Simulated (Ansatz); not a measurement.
From input file to script: FeNi3, space group R-3m in Ansatz 0.2.0.

```yaml
crystal:
  lattice:
    - [1.249371, 0.721325, 8.172075]
    - [-1.249371, 0.721325, 8.172075]
    - [0.0, -1.442649, 8.172075]
  atoms:
    - { symbol: Fe, position: [0.0, 0.0, 0.0], spin: 3.5 }
    - { symbol: Ni, position: [0.25031, 0.25031, 0.25031], spin: 1.5 }
    - { symbol: Ni, position: [0.5, 0.5, 0.5], spin: 1.5 }
    - { symbol: Ni, position: [0.74969, 0.74969, 0.74969], spin: 1.5 }
magnetization:
  spin_polarized: true
kpoints:
  mp_grid:
    grid: [11, 11, 11]
hamiltonian:
  xc: r2scan
scf:
  occupations:
    method: gaussian
    width: 0.15
basis:
  ecutwfc: 560
output:
  forces: true
  stress: true
  eigenvalues: true
```

Script `run_deck.py`:
```python
"""Single point of FeNi3 through the engine session."""

from collections import Counter
import warnings

import ansatz as az
import numpy as np

warnings.simplefilter("ignore", az.DeckWarning)

deck = {
    "crystal": {
        "lattice": [
            [1.249371, 0.721325, 8.172075],
            [-1.249371, 0.721325, 8.172075],
            [0.0, -1.442649, 8.172075],
        ],
        "atoms": [
            {"symbol": "Fe", "position": [0.0, 0.0, 0.0], "spin": 3.5},
            {"symbol": "Ni", "position": [0.25031, 0.25031, 0.25031], "spin": 1.5},
            {"symbol": "Ni", "position": [0.5, 0.5, 0.5], "spin": 1.5},
            {"symbol": "Ni", "position": [0.74969, 0.74969, 0.74969], "spin": 1.5},
        ],
    },
    "magnetization": {"spin_polarized": True},
    "kpoints": {"mp_grid": {"grid": [11, 11, 11]}},
    "hamiltonian": {"xc": "r2scan"},
    "scf": {"occupations": {"method": "gaussian", "width": 0.15}},
    "basis": {"ecutwfc": 560},
    "output": {"forces": True, "stress": True, "eigenvalues": True},
}

result = az.Session.from_dict(deck).plan(threads=1).execute()
r = result.report

print("%-22s %14.5f eV" % ("F = E - TS", r["free_energy_ev"]))
print("%-22s %14.5f eV" % ("E", r["internal_energy_ev"]))
print("%-22s %14.5f eV" % ("Harris-Foulkes", r["harris_foulkes_ev"]))
print("%-22s %14.5f eV" % ("Fermi level", r["fermi_energy_ev"]))

edges = r.get("band_edges_ev")
if edges:
    print(f"band edges on the mesh: {edges[0]:.3f} and {edges[1]:.3f} eV, gap {edges[1] - edges[0]:.3f} eV")
else:
    print("no band edges reported (a metal, or a gap too narrow for this smearing); Fermi level", round(r["fermi_energy_ev"], 3), "eV")

# pressure is a third of the trace
sigma = r["stress_gpa"]
voigt = [sigma[0][0], sigma[1][1], sigma[2][2], sigma[1][2], sigma[0][2], sigma[0][1]]
print("stress xx yy zz yz xz xy (GPa, compression positive):", " ".join(f"{s:.3f}" for s in voigt))
print("P =", round(10 * float(np.mean(voigt[:3])), 2), "kbar")

print(f"net moment {r['magnetization_mub']:.3f} muB, absolute {r['absolute_magnetization_mub']:.3f} muB")
for index, (site, m) in enumerate(zip(result.lattice.sites, r["site_moments_mub"])):
    print(f"  {index:2d} {site.symbol:2s} {m:7.3f}")

told = Counter((n["data"]["severity"], n["data"]["kind"]) for n in result.notices if n["event"] == "notice")
for (severity, kind), count in sorted(told.items()):
    print(f"{severity:8s} {kind} x{count}")
```

```console
$ python run_deck.py
F = E - TS               -22021.79645 eV
E                        -22021.75232 eV
Harris-Foulkes           -22021.79645 eV
Fermi level                  18.22631 eV
no band edges reported (a metal, or a gap too narrow for this smearing); Fermi level 18.226 eV
stress xx yy zz yz xz xy (GPa, compression positive): -3.296 -3.296 -3.301 -0.000 0.000 0.000
P = -32.98 kbar
net moment 5.000 muB, absolute 5.780 muB
   0 Fe   2.910
   1 Ni   0.790
   2 Ni   0.802
   3 Ni   0.790
audit    band_cg_iterations x1
audit    preconditioner_resolved x1
doubt    stability_check_not_made x1
```

Caveats:
- Total energies depend on the potentials; only differences at equal settings carry meaning. A total without «per atom» is that of the cell as typed.
- Other magnetic orders than the one started from may lie lower.
- For a metal this k-point mesh is coarse: on a finer one energies can move by several to tens of meV an atom and pressures by half a GPa or more, differences at one mesh by less.
- An absolute Fermi energy rests on an arbitrary zero of the periodic potential and has no direct meaning.
- r2SCAN tends to overestimate the moments of itinerant magnets.
- The structure comes from a database of computed cells and needn't be a stable or known phase.
- Gaps and levels are Kohn-Sham values on a finite set of k-points.
- Timing: 3.4 min on 1 thread of Arm Neoverse V2, on a shared host, peak memory 1.1 GiB.

(Lines on the test bed's own set-up are left out of the output.)
